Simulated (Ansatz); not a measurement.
**NaScTe2: a single-point run**

Wanted: a converged single-point run for NaScTe2, and a check of what comes out. The structure is shown as the input types it. The cell is built on a prototype (ordering on rocksalt) and needn't be the phase found in nature.

Method: density functional or hybrid calculation with the settings of its input, plane waves (as first typed), in Ansatz 0.2.0.

5 further runs of the same task are left out: 2 for a known fault of the program, 3 that didn't finish.

### 1 The system as given

The structure is tetragonal, space group P4/mmm (No. 123). The conventional cell has a = 4.310 Å, b = 4.310 Å, c = 5.899 Å, α = 90.00°, β = 90.00°, γ = 90.00°. Na (site symmetry 4/mmm) is surrounded by 6 Te at 2.95 to 3.05 Å. Te (site symmetry 4/mmm) has 2 Na at 2.95 Å and 4 Sc at 3.05 Å as nearest neighbours. Sc (site symmetry 4/mmm) is surrounded by 6 Te at 2.95 to 3.05 Å. Te (site symmetry 4/mmm) is surrounded by 2 Sc at 2.95 Å and 4 Na at 3.05 Å.

Coordinates:

```cif
data_structure
_symmetry_space_group_name_H-M 'P4/mmm'
_symmetry_Int_Tables_number 123
_cell_length_a 4.3099
_cell_length_b 4.3099
_cell_length_c 5.8992
_cell_angle_alpha 90.000
_cell_angle_beta 90.000
_cell_angle_gamma 90.000
_cell_volume 109.58
loop_
_atom_site_label
_atom_site_type_symbol
_atom_site_symmetry_multiplicity
_atom_site_Wyckoff_symbol
_atom_site_fract_x
_atom_site_fract_y
_atom_site_fract_z
_atom_site_occupancy
Na1 Na 1 a 0.00000 0.00000 0.00000 1
Te1 Te 1 b 0.00000 0.00000 0.50000 1
Sc1 Sc 1 d 0.50000 0.50000 0.50000 1
Te2 Te 1 c 0.50000 0.50000 0.00000 1
```

### 2 Running it

input.yaml

```yaml
crystal:
  lattice:
    - [4.3099310216, 0.0, 0.0]
    - [0.0, 4.3099310216, 0.0]
    - [0.0, 0.0, 5.899166876]
  atoms:
    - { symbol: Na, position: [0.0, 0.0, 0.0] }
    - { symbol: Te, position: [0.0, 0.0, 0.5] }
    - { symbol: Sc, position: [0.5, 0.5, 0.5] }
    - { symbol: Te, position: [0.5, 0.5, 0.0] }
kpoints:
  mp_grid: { grid: [4, 4, 4] }
hamiltonian:
  xc: r2scan
scf:
  occupations: { method: fermi_dirac, width: 0.02 }
  n_extra_bands: 5
  mixing: { beta: 5.0 }
  max_iter: 52
output:
  forces: true
  stress: true
  eigenvalues: true
```

On the command line:

```
$ ansatz run input.yaml --threads 4 --pin off --max-ram 3686MiB --backend cpu --events-out ev --progress --plain --runs-dir out
```

What happens when this is run?

The program refused the input before any cycle. The line that matters: «invalid value for `scf.mixing.beta`: must be finite and in (0, 1]; got 5»

Look at the input: scf.mixing.beta is 5.0. A value lies outside the range that the key allows.

The cure: delete scf.mixing.beta (the default then holds).
